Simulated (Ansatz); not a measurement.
# HSe₂O− (SMILES [Se-]O[SeH]): functionals against CCSD(T) at one geometry

The atoms stand at a structure displaced at random from a GFN2-xTB minimum. How far do the functionals agree with CCSD(T) there?

Method: single points in def2-TZVPPD; program: Ansatz 0.2.0, Gaussian basis.

Correlated methods freeze the cores. Filled d shells of the heavier atoms are correlated.

## 1. The system as given

SMILES `[Se-]O[SeH]`, 4 atoms, charge -1, spin multiplicity 1.

Atoms are counted from 1 here; the program's logs count them from 0.

Bond lengths: Se1–O2 1.867 Å, O2–Se3 1.601 Å, Se3–H4 1.529 Å. Angles: Se1–O2–Se3 126.6°, O2–Se3–H4 109.9°.

Coordinates:

```xyz
4
HOSe2
Se   -1.95270   -0.04850    0.80940
O    -0.09820    0.16470    0.81650
Se    0.93660   -0.44700   -0.24150
H     1.14910    0.53910   -1.39120
```

## 2. CCSD(T)/def2-TZVPPD

run/in.yaml

```yaml
crystal:
  periodic: [false, false, false]
  atoms:
    - {symbol: Se, position_ang: [-1.952700, -0.048500, 0.809400]}
    - {symbol: O, position_ang: [-0.098200, 0.164700, 0.816500]}
    - {symbol: Se, position_ang: [0.936600, -0.447000, -0.241500]}
    - {symbol: H, position_ang: [1.149100, 0.539100, -1.391200]}
basis:
  gaussian: {orbitals: "def2-TZVPPD.json"}
total_charge: -1
correlation: {method: ccsd_t}
output: {forces: true}
```

The basis file named in the input lies beside it (Basis Set Exchange, JSON).

The command line of these runs was not kept.

## 3. PBE0-D4/def2-TZVPPD

Edit run/in.yaml of step 2 so:

```diff
@@ -10,3 +10,3 @@
 total_charge: -1
-correlation: {method: ccsd_t}
-output: {forces: true}
+hamiltonian: {xc: pbe0, dispersion: d4}
+output: {forces: true, orbitals: {seedname: orbitals}}
```

## 4. wB97M-V/def2-TZVPPD

Edit run/in.yaml of step 3 so:

```diff
@@ -10,3 +10,3 @@
 total_charge: -1
-hamiltonian: {xc: pbe0, dispersion: d4}
-output: {forces: true, orbitals: {seedname: orbitals}}
+hamiltonian: {xc: {name: wB97M-V}}
+output: {forces: true}
```

## 5. r2SCAN-D4/def2-TZVPPD

Edit run/in.yaml of step 4 so:

```diff
@@ -10,3 +10,3 @@
 total_charge: -1
-hamiltonian: {xc: {name: wB97M-V}}
+hamiltonian: {xc: r2scan, dispersion: d4}
 output: {forces: true}
```

## 6. PBE-D4/def2-TZVPPD

Edit run/in.yaml of step 5 so:

```diff
@@ -10,3 +10,3 @@
 total_charge: -1
-hamiltonian: {xc: r2scan, dispersion: d4}
+hamiltonian: {xc: pbe, dispersion: d4}
 output: {forces: true}
```

## 7. r2SCANh-D4/def2-TZVPPD

Edit run/in.yaml of step 6 so:

```diff
@@ -10,3 +10,3 @@
 total_charge: -1
-hamiltonian: {xc: pbe, dispersion: d4}
+hamiltonian: {xc: {name: r2SCANh}, dispersion: d4}
 output: {forces: true}
```

## 8. BHLYP-D4/def2-TZVPPD

Edit run/in.yaml of step 7 so:

```diff
@@ -10,3 +10,3 @@
 total_charge: -1
-hamiltonian: {xc: {name: r2SCANh}, dispersion: d4}
+hamiltonian: {xc: {name: BHLYP}, dispersion: d4}
 output: {forces: true}
```

(Steps that only read results are left out.)

What does the calculation give? Wanted: RMS force component; RMS force error; HOMO and LUMO, PBE0-D4; T1 diagnostic.

The runs gave:

| quantity | value |
| --- | --- |
| RMS force component | 2.394 to 2.747 eV/Å over the methods |
| RMS force error | PBE0-D4 0.160, wB97M-V 0.092, r2SCAN-D4 0.111, PBE-D4 0.256, r2SCANh-D4 0.137, BHLYP-D4 0.285 eV/Å |
| HOMO and LUMO, PBE0-D4 | -0.56 and 2.87 eV |
| T1 diagnostic | 0.013 |

In words: The forces of wB97M-V come nearest to CCSD(T), those of BHLYP-D4 are farthest. Frozen-core CCSD(T) forces in triple zeta carry basis errors of their own, and this is one geometry, so small gaps rank nothing.
